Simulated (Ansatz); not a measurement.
# C₅H₅Li: how energies converge with the basis set

An exercise on one series of results from a longer session: the logs are not shown, and one member is left open.

Program: Ansatz 0.2.0, Gaussian basis. Level of theory: one geometry, several basis sets. These are calculated values, not measurements.

Levels to be run: PBE0-D4/def2-SVP; ωB97M-V/def2-SVP; PBE0-D4/def2-QZVPP; ωB97M-V/def2-QZVPP; the functionals' def2-TZVPP values are taken from earlier runs.

2 further runs of the same task are left out: 2 that didn't finish.

## The relaxed structure

All runs share one geometry, relaxed beforehand with PBE0-D4 in a triple-zeta def2 set.

SMILES `[C@H]12[C@@H]3[C@@H]4[C@@H]5[C@H]1[Li]2345`, 11 atoms, charge 0, spin multiplicity 1.

Atoms are counted from 1 here; the program's logs count them from 0.

Bond lengths: C1–C2 1.412 Å, C1–C5 1.412 Å, C1–Li6 2.087 Å, C1–H7 1.081 Å, C2–C3 1.412 Å, C2–Li6 2.087 Å, C2–H8 1.081 Å, C3–C4 1.412 Å, C3–Li6 2.087 Å, C3–H9 1.081 Å, C4–C5 1.412 Å, C4–Li6 2.087 Å, C4–H10 1.081 Å, C5–Li6 2.087 Å, C5–H11 1.081 Å. Angles: C2–C1–C5 108.0°, C2–C1–Li6 70.2°, C2–C1–H7 126.0°, C5–C1–Li6 70.2°, C5–C1–H7 126.0°, Li6–C1–H7 126.2°, C1–C2–C3 108.0°, C1–C2–Li6 70.2°, C1–C2–H8 126.0°, C3–C2–Li6 70.2°, C3–C2–H8 126.0°, Li6–C2–H8 126.2°, C2–C3–C4 108.0°, C2–C3–Li6 70.2°, C2–C3–H9 126.0°, C4–C3–Li6 70.2°, C4–C3–H9 126.0°, Li6–C3–H9 126.2° and more.

Set-up of the first run:

in.yaml reads:

```yaml
crystal:
  periodic: [false, false, false]
  atoms:
    - {symbol: C, position_ang: [-0.803631, -0.824679, -0.372559]}
    - {symbol: C, position_ang: [-0.293022, -0.705204, 0.938771]}
    - {symbol: C, position_ang: [0.456328, 0.489788, 1.008193]}
    - {symbol: C, position_ang: [0.408929, 1.108955, -0.260301]}
    - {symbol: C, position_ang: [-0.369674, 0.296484, -1.113543]}
    - {symbol: Li, position_ang: [1.282052, -0.779008, -0.427747]}
    - {symbol: H, position_ang: [-1.434657, -1.622745, -0.738583]}
    - {symbol: H, position_ang: [-0.464526, -1.395786, 1.752934]}
    - {symbol: H, position_ang: [0.959004, 0.874362, 1.884874]}
    - {symbol: H, position_ang: [0.869099, 2.050790, -0.525438]}
    - {symbol: H, position_ang: [-0.609882, 0.507044, -2.146613]}
basis:
  gaussian: {orbitals: def2-SVP}
hamiltonian: {xc: pbe0, dispersion: d4}
output: {orbitals: {seedname: orbitals}}
```

Launch:

```bash
> ansatz run in.yaml --threads 2 --pin off --events-out ev --progress --plain --max-ram 32768MiB --backend cpu
```

Steps of the session up to this table: PBE0-D4 in def2-SVP; ωB97M-V in def2-SVP; PBE0-D4 in def2-QZVPP; ωB97M-V in def2-QZVPP.

One of the session's tables, all rows but one given; the rest of the session is left out.

It belongs to the step «Functionals by basis». 

| functional | basis | HOMO (eV) | LUMO (eV) |
| --- | --- | --- | --- |
| PBE0-D4 | def2-SVP | -6.03 | -0.63 |
| PBE0-D4 | def2-TZVPP | -6.04 | -0.68 |
| PBE0-D4 | def2-QZVPP | -6.04 | -0.74 |
| ωB97M-V | def2-SVP | ? | ? |
| ωB97M-V | def2-TZVPP | -8.15 | -0.03 |
| ωB97M-V | def2-QZVPP | -8.15 | -0.23 |

Estimate the missing values for ωB97M-V, def2-SVP.

As computed: HOMO (eV): -8.14; LUMO (eV): -0.06. In the column «HOMO (eV)» it lies between ωB97M-V, def2-QZVPP (-8.15) and PBE0-D4, def2-TZVPP (-6.04).
